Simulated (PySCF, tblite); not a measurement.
# C₇H₆O₂− (doublet): geometry, infrared bands and EPR parameters

Aim: predict the infrared bands and EPR parameters of C₇H₆O₂− (doublet) (`CC1=C[C]([O-])C=CC1=O`).

Programs: tblite 0.8.0 and PySCF 2.14.0, with density-fitted response routines of our own. Each step states its level of theory. These are calculated values for one molecule in the gas phase, unless marked as measured. Atoms count from 0, in the outputs and in this text.

## 1. Starting geometry

15 atoms, charge -1, multiplicity 2; geometry from: force field or distance geometry start.

Bonds of the start (Å): C0–C1 1.50, C1–C2 1.32, C2–C3 1.49, C3–O4 1.40, C3–C5 1.48, C5–C6 1.33, C6–C7 1.46, C7–O8 1.23, C7–C1 1.45, C0–H9 1.10, C0–H10 1.11, C0–H11 1.10, C2–H12 1.08, C5–H13 1.09, C6–H14 1.08.

## 2. Geometry optimisation with GFN2-xTB

The job: settings as JSON, then the geometry in Å.

```
{"job": {"kind": "relax", "xc": "GFN2-xTB", "basis": "xTB"}, "charge": -1, "multiplicity": 2}
C      2.203200     0.013600    -0.166800
C      0.713600    -0.048400    -0.022500
C      0.083400    -1.206600    -0.074900
C     -1.394600    -1.338100     0.056900
O     -1.848800    -1.901400    -1.146500
C     -2.077400    -0.047400     0.290400
C     -1.441900     1.117000     0.357700
C      0.012500     1.202600     0.217200
O      0.597000     2.282400     0.278600
H      2.550700     1.026100    -0.433500
H      2.616100    -0.190400     0.839100
H      2.452400    -0.755200    -0.913000
H      0.679000    -2.090500    -0.240000
H     -3.160800    -0.084100     0.405500
H     -1.988700     2.028300     0.529800
```

Launch:

```sh
$ OMP_NUM_THREADS=1 python probes_run.py task.json out
```

This one command runs all jobs of the session in turn.

Output:

```text
step      E/eV     max force
  0    -715.47668    6.390
  1    -716.25942    4.067
  2    -716.70567    5.284
  3    -716.97897    1.993
  4    -717.05068    0.779
  5    -717.12638    0.903
  6    -717.22076    0.930
  7    -717.29297    0.728
  8    -717.33184    0.593
  9    -717.35910    0.442
 10    -717.38155    0.455
 11    -717.42063    0.611
 12    -717.44985    0.523
 13    -717.46694    0.396
 14    -717.47710    0.367
 15    -717.48732    0.502
 16    -717.49733    0.374
 17    -717.51174    0.314
 18    -717.51950    0.279
 19    -717.52865    0.233
 20    -717.53252    0.157
 21    -717.53486    0.127
 22    -717.53683    0.117
 23    -717.53902    0.112
 24    -717.54089    0.114
 25    -717.54249    0.121
 26    -717.54408    0.118
 27    -717.54592    0.122
 28    -717.54776    0.126
 29    -717.54914    0.087
 30    -717.54992    0.063
 31    -717.55036    0.058
 32    -717.55065    0.051
 33    -717.55083    0.039
 34    -717.55094    0.030
 35    -717.55103    0.026
 36    -717.55111    0.023
 37    -717.55118    0.026
 38    -717.55124    0.025
 39    -717.55130    0.023
 40    -717.55137    0.022
 41    -717.55144    0.024
 42    -717.55151    0.018
 43    -717.55156    0.019
 44    -717.55161    0.017
 45    -717.55167    0.022
 46    -717.55173    0.022
 47    -717.55178    0.018
 48    -717.55182    0.017
 49    -717.55185    0.017
 50    -717.55188    0.014
 51    -717.55190    0.020
 52    -717.55193    0.017
 53    -717.55196    0.014
 54    -717.55199    0.013
 55    -717.55201    0.011
 56    -717.55202    0.013
 57    -717.55203    0.011
 58    -717.55204    0.009
```

It took 0.27 s on 1 thread of Arm Neoverse V2, shared host.

Step by step: (not every step is listed)

```
step  energy from step 0 (eV)  largest force (eV/Å)
   0                   0.0000                6.3904
   1                  -0.7827                4.0667
   2                  -1.2290                5.2837
   3                  -1.5023                1.9930
   4                  -1.5740                0.7785
   5                  -1.6497                0.9027
   6                  -1.7441                0.9303
   7                  -1.8163                0.7279
   8                  -1.8552                0.5930
  12                  -1.9732                0.5235
  16                  -2.0207                0.3743
  20                  -2.0558                0.1569
  24                  -2.0642                0.1140
  28                  -2.0711                0.1264
  32                  -2.0740                0.0506
  36                  -2.0744                0.0225
  40                  -2.0747                0.0221
  44                  -2.0749                0.0166
  48                  -2.0751                0.0169
  52                  -2.0752                0.0167
  53                  -2.0753                0.0141
  54                  -2.0753                0.0132
  55                  -2.0753                0.0114
  56                  -2.0753                0.0128
  57                  -2.0753                0.0108
  58                  -2.0754                0.0088
```

Close pairs (by a distance rule), those that changed most:

```
 bond  before (Å)  after (Å)  change (Å)
C3–O4       1.404      1.258      -0.147
C2–C3       1.490      1.438      -0.052
C1–C2       1.320      1.361      +0.042
C3–C5       1.479      1.439      -0.040
C5–C6       1.328      1.359      +0.031
C7–O8       1.229      1.258      +0.029
C6–C7       1.464      1.437      -0.027
C0–H9       1.103      1.089      -0.014
```

The final coordinates are the input of the step that follows.

## 3. Vibrational analysis with GFN2-xTB

The job: settings as JSON, then the geometry in Å.

```
{"job": {"kind": "ir", "xc": "GFN2-xTB", "basis": "xTB"}, "charge": -1, "multiplicity": 2}
C      2.218340     0.034046    -0.123269
C      0.717282    -0.006096    -0.055572
C      0.027890    -1.157538    -0.282663
C     -1.405261    -1.253870    -0.212930
O     -2.022946    -2.328510    -0.425990
C     -2.075490    -0.025541     0.120808
C     -1.400202     1.131703     0.347319
C      0.031845     1.227598     0.273727
O      0.644020     2.308456     0.475014
H      2.536701     1.042794    -0.381276
H      2.649546    -0.211696     0.850174
H      2.601834    -0.674916    -0.856927
H      0.566215    -2.066900    -0.530429
H     -3.157818    -0.053621     0.185355
H     -1.936369     2.042080     0.594747
```

Output:

```text
mode    cm-1     km/mol
  1     -27.7      0.08
  2     107.7     18.25
  3     183.3      1.11
  4     273.7      1.62
  5     305.0      0.01
  6     376.4      0.71
  7     381.3     21.86
  8     427.3      2.02
  9     481.6      0.33
 10     556.9      6.93
 11     585.2      0.86
 12     694.8      0.06
 13     723.6      6.77
 14     791.9     28.90
 15     801.8     10.12
 16     842.3     21.38
 17     898.4      0.06
 18     935.0      4.89
 19    1013.3      4.69
 20    1027.3      6.34
 21    1098.9     12.70
 22    1166.7     27.47
 23    1215.4      4.42
 24    1243.6      3.43
 25    1322.8     31.62
 26    1382.5      6.59
 27    1387.1     14.47
 28    1478.1      3.88
 29    1493.3     15.46
 30    1505.1     27.57
 31    1533.3     16.07
 32    1539.4    775.08
 33    1638.2     12.78
 34    2956.7     71.00
 35    2992.5     53.52
 36    3008.9     45.39
 37    3013.8    167.35
 38    3019.1     30.92
 39    3028.6    106.88
```

Wall time 0.36 s (1 thread of Arm Neoverse V2, shared host).

The strongest bands and the atoms that carry them (share of the mass-weighted mode):

```
cm⁻¹  km/mol                                  atoms
1323    31.6  C1 20 %, H12 16 %, H14 14 %, H13 13 %
1539   775.1     C7 32 %, C3 28 %, O8 12 %, O4 12 %
2957    71.0                               H10 89 %
2992    53.5                               H11 89 %
3009    45.4                     H14 55 %, H13 37 %
3014   167.3                               H12 82 %
3019    30.9                                H9 89 %
3029   106.9                     H13 55 %, H14 33 %
```

## 4. g tensor and hyperfine couplings: B3LYP/pcH-1

Settings changed since step 3:

```diff
@@ -1,2 +1,2 @@
-{"job": {"kind": "ir", "xc": "GFN2-xTB", "basis": "xTB"}, "charge": -1, "multiplicity": 2}
+{"job": {"kind": "epr", "basis": "pcH-1"}, "charge": -1, "multiplicity": 2}
 C      2.218340     0.034046    -0.123269
```

Method: UKS B3LYP, pcH-1 on C H O, non-relativistic, mean-field spin-orbit, GIAO.

Output:

```text
UKS, coarse grid
  cycle   1  E = -420.58624238  |g| = 8.50e-01
  cycle   2  E = -419.66336956  |g| = 1.75e+00
  cycle   3  E = -420.84208803  |g| = 2.37e-01
  cycle   4  E = -420.86873918  |g| = 7.74e-02
  cycle   5  E = -420.87162372  |g| = 2.04e-02
  cycle   6  E = -420.87178744  |g| = 1.16e-02
  cycle   7  E = -420.87185030  |g| = 6.99e-03
  cycle   8  E = -420.87187886  |g| = 2.79e-03
  cycle   9  E = -420.87188423  |g| = 1.06e-03
  cycle  10  E = -420.87188456  |g| = 2.77e-04
UKS, final grid
  cycle   1  E = -420.87181960  |g| = 4.61e-04
  cycle   2  E = -420.87181934  |g| = 8.52e-04
  cycle   3  E = -420.87181971  |g| = 1.09e-04
  cycle   4  E = -420.87181971  |g| = 2.38e-05
E = -420.87181971 Eh   <S^2> = 0.7609 (exact 0.7500)
g shifts (ppm)      1          2          3
  rmc          -245       -245       -245
  gc            -16         38         51
  oz_so           4       3502       6695
  total        -257       3295       6501
hyperfine (MHz)  atom isotope    a_iso     a_fc   dipolar eigenvalues
    0   13C      -3.88      -3.88     -0.51     -0.25      0.77
    1   13C       0.19       0.19     -7.47     -7.16     14.63
    2   13C      -1.09      -1.09     -6.68     -6.42     13.10
    3   13C     -10.40     -10.40     -7.74     -3.48     11.22
    4   17O     -22.05     -22.05    -89.88     44.59     45.29
    5   13C       1.16       1.16     -8.72     -8.50     17.23
    6   13C      -1.78      -1.78     -7.04     -6.60     13.64
    7   13C      -8.03      -8.03     -9.61     -5.51     15.11
    8   17O     -22.02     -22.02    -88.72     43.91     44.81
    9    1H       2.27       2.27     -2.30     -1.12      3.42
   10    1H       8.94       8.94     -1.66     -0.81      2.46
   11    1H       2.92       2.92     -1.34     -0.69      2.04
   12    1H      -6.07      -6.07     -3.00     -2.14      5.14
   13    1H      -7.55      -7.55     -3.88     -2.16      6.05
   14    1H      -6.13      -6.13     -3.12     -2.34      5.45
```

It took 87 s on 1 thread of Arm Neoverse V2, shared host; peak memory 0.96 GiB.

Principal g values 2.00206, 2.00561, 2.00882; g(iso) = 2.00550, against 2.00232 for a free electron.

Hyperfine couplings; where a row names several nuclei, a(iso) is their mean (it holds for fast rotation or exchange) and the dipolar term the largest among them:

```
      nuclei  isotope  a(iso) (MHz)  a(iso) (G, at g = 2.0023)  largest dipolar term (MHz)
          O4      17O         -22.0                       -7.9                       -89.9
          O8      17O         -22.0                       -7.9                       -88.7
          C3      13C         -10.4                       -3.7                        11.2
          C7      13C          -8.0                       -2.9                        15.1
         H13       1H          -7.6                       -2.7                         6.0
         H14       1H          -6.1                       -2.2                         5.5
         H12       1H          -6.1                       -2.2                         5.1
H9, H10, H11       1H           4.7                        1.7                         3.4
          C0      13C          -3.9                       -1.4                         0.8
          C6      13C          -1.8                       -0.6                        13.6
          C5      13C           1.2                        0.4                        17.2
          C2      13C          -1.1                       -0.4                        13.1
          C1      13C           0.2                        0.1                        14.6
```

Mulliken spin populations:

C0 -0.01; C1 0.08; C2 0.08; C3 0.05; O4 0.28; C5 0.10; C6 0.08; C7 0.07; O8 0.27; H9 0.00; H10 0.00; H11 0.00; H12 -0.01; H13 -0.01; H14 -0.01

In first order the couplings over 0.8 MHz of 1H give 32 distinct lines over 12.1 G, if the averaged nuclei exchange fast.

Orbitals, density, ELF and potential are computed afterwards from the orbital file.

ELF in a plane through or near 12 of the atoms.

Ten even steps from '0' (0.00) to '9' (1.00):
```
0000000000000000000000000000
0000000000000000000000000000
0000000000012210000000000000
0000000001367750068720000000
0000000014788850299972000000
0000000006864730699971000000
0000013102787745699810000000
0000059971014539165201210000
0000058995138547478568982000
0000025733841630358299995000
0000014522937640271499994000
0000027886448637538411220000
0000048995015249483210000000
0000026760079964477887400000
0000001200299970275688510000
0000000000399930588875200000
0000000000057600477632000000
0000000000000000012100000000
0000000000000000000000000000
0000000000000000000000000000
```
The map spans 11.5 Å across and 9.8 Å up, centred on the molecule. Atoms in the plane (x, y in Å): C0 (-2.2, -0.1), C1 (-0.7, -0.1), C2 (0.0, -1.2), C3 (1.5, -1.2), O4 (2.1, -2.3), C5 (2.1, 0.1), C6 (1.3, 1.2), C7 (-0.1, 1.3), O8 (-0.8, 2.3), H12 (-0.5, -2.2), H13 (3.2, 0.1), H14 (1.8, 2.2).

On the surface of density 0.002 e/bohr³ the electrostatic potential runs, from the 1st to the 99th percentile, from -5.47 V near O4 to -2.55 V near H11.

The spin density lies nearest to O4, O8 about 24 % each; C3, C5, C7 about 9 % each; C1, C2, C6 about 7 % each.

## 5. Summary of results

| quantity | value |
| --- | --- |
| strongest single infrared mode (GFN2-xTB) | 1539 cm⁻¹, 775 km/mol |
| zero-point energy (GFN2-xTB) | 67.8 kcal/mol |
| g(iso) (B3LYP) | 2.00550 |
| ⟨S²⟩ | 0.761 (exact 0.75) |
| largest a(iso) (averaged by class) | 17O on O4, -22.0 MHz |

**Reading.** Over 58 steps the energy fell by 2.075 eV; of the close pairs, C3–O4 changed most, 1.404 to 1.258 Å. The lowest mode is imaginary (28i cm⁻¹), so the xTB geometry is not a minimum. The strongest single mode, at 1539 cm⁻¹, is carried by C7, C3, O8, O4. Unscaled tight-binding wavenumbers are off by several per cent, some by more. Its intensities can rank the bands wrongly. The largest spin populations lie on O4 (0.28 e), O8 (0.27 e). The isotropic g lies 3.2 ppt above the free-electron value.
